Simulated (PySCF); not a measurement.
# IrH7 (triplet) with other numerical set-ups

Aim: see how much the energy and properties of IrH7 (triplet) depend on the numerical set-up.

Method: each script names its method and basis; program: PySCF 2.14.0.

1 further run of the same task is left out (it didn't finish).

## (1) Starting geometry

IrH7 (triplet): 8 atoms, charge 0, spin multiplicity 3.

Bond lengths: Ir1–H2 1.625 Å, Ir1–H3 1.598 Å, Ir1–H4 1.574 Å, Ir1–H5 1.608 Å, Ir1–H6 1.796 Å, Ir1–H7 1.796 Å, Ir1–H8 1.608 Å. Angles: H2–Ir1–H3 129.9°, H2–Ir1–H4 56.4°, H2–Ir1–H5 103.1°, H2–Ir1–H6 131.5°, H2–Ir1–H7 131.5°, H2–Ir1–H8 103.1°, H3–Ir1–H4 73.4°, H3–Ir1–H5 66.9°, H3–Ir1–H6 96.9°, H3–Ir1–H7 96.9°, H3–Ir1–H8 66.9°, H4–Ir1–H5 81.8°, H4–Ir1–H6 163.4°, H4–Ir1–H7 163.4°, H4–Ir1–H8 81.8°, H5–Ir1–H6 81.9°, H5–Ir1–H7 107.3°, H5–Ir1–H8 133.6° and more.

## (2) The base run

The input, input.py:

```python
from pyscf import gto, scf, mp

mol = gto.M(
    atom='Ir 0.0003 0 0.0105; H 0.8618 -0.0005 1.3889; H 0.497 -0.0007 -1.5079; H 1.5741 -0.0013 0.053; H 0.2471 1.4779 -0.5744; H -1.7122 0.4288 -0.3219; H -1.7129 -0.426 -0.3218; H 0.2445 -1.4785 -0.5739',
    basis='crenbl',
    ecp={'Ir': 'crenbl'},
    charge=0,
    spin=2,
    verbose=4,
)
mf = scf.UHF(mol)
mf.level_shift = 0.3
mf = mf.newton()
mf.kernel()
mp.MP2(mf).kernel()
mf.dip_moment()
print('orbital energies (hartree):', [e[max(0, n-3):n+3].round(4) for e, n in zip(mf.mo_energy, mol.nelec)])
```

Launch:

```
$ OMP_NUM_THREADS=1 python input.py
```

The log of this run is left out.

Base result: E(SCF) = -107.780049 Eh, 3 macro-iterations, E(MP2) − E(SCF) = -0.37152 Eh, ⟨S²⟩ = 2.016, μ = 1.69 D (of the SCF density).

No search for the lowest state was made; open d or f shells can end in a higher solution. The triplet is typed in the script; nothing here shows that it is the ground state.

## (3) Def2-svp

Variant 1 changes basis set: crenbl → def2-svp. The core potential changes with it: totals don't compare.

The input, input.py:

```python
from pyscf import gto, scf, mp

mol = gto.M(
    atom='Ir 0.0003 0 0.0105; H 0.8618 -0.0005 1.3889; H 0.497 -0.0007 -1.5079; H 1.5741 -0.0013 0.053; H 0.2471 1.4779 -0.5744; H -1.7122 0.4288 -0.3219; H -1.7129 -0.426 -0.3218; H 0.2445 -1.4785 -0.5739',
    basis='def2-svp',
    ecp={'Ir': 'def2-svp'},
    charge=0,
    spin=2,
    verbose=4,
)
mf = scf.UHF(mol)
mf.level_shift = 0.3
mf = mf.newton()
mf.kernel()
mp.MP2(mf).kernel()
mf.dip_moment()
print('orbital energies (hartree):', [e[max(0, n-3):n+3].round(4) for e, n in zip(mf.mo_energy, mol.nelec)])
```

Launch:

```
$ OMP_NUM_THREADS=1 python input.py
```

## (4) Sbkjc

Variant 2 changes basis set: crenbl → sbkjc. The core potential changes with it: totals don't compare.

Edit input.py of step 2 so:

```diff
@@ -4,4 +4,4 @@
     atom='Ir 0.0003 0 0.0105; H 0.8618 -0.0005 1.3889; H 0.497 -0.0007 -1.5079; H 1.5741 -0.0013 0.053; H 0.2471 1.4779 -0.5744; H -1.7122 0.4288 -0.3219; H -1.7129 -0.426 -0.3218; H 0.2445 -1.4785 -0.5739',
-    basis='crenbl',
-    ecp={'Ir': 'crenbl'},
+    basis='sbkjc',
+    ecp={'Ir': 'sbkjc'},
     charge=0,
```

Q: Predict the outcome of this session. Wanted: for each run, E(SCF); from base; gap, α spin; SCF dipole; after the SCF.

**Answer**, as computed:

```
     run  E(SCF) (hartree)  from base (eV)   cycles  gap, α spin (eV)  SCF dipole (D)  functions               after the SCF
    base       -107.780049               0  3 macro             12.98            1.69         68  MP2 correlation -10.110 eV
def2-svp       -107.324898  not comparable  4 macro             12.44            1.97         67  MP2 correlation -14.780 eV
   sbkjc       -107.817037  not comparable  4 macro             12.60            1.57         45   MP2 correlation -7.695 eV
```

What this shows: Total energies from different bases, Hamiltonians or methods carry different errors, so properties are taken as differences within one set-up.
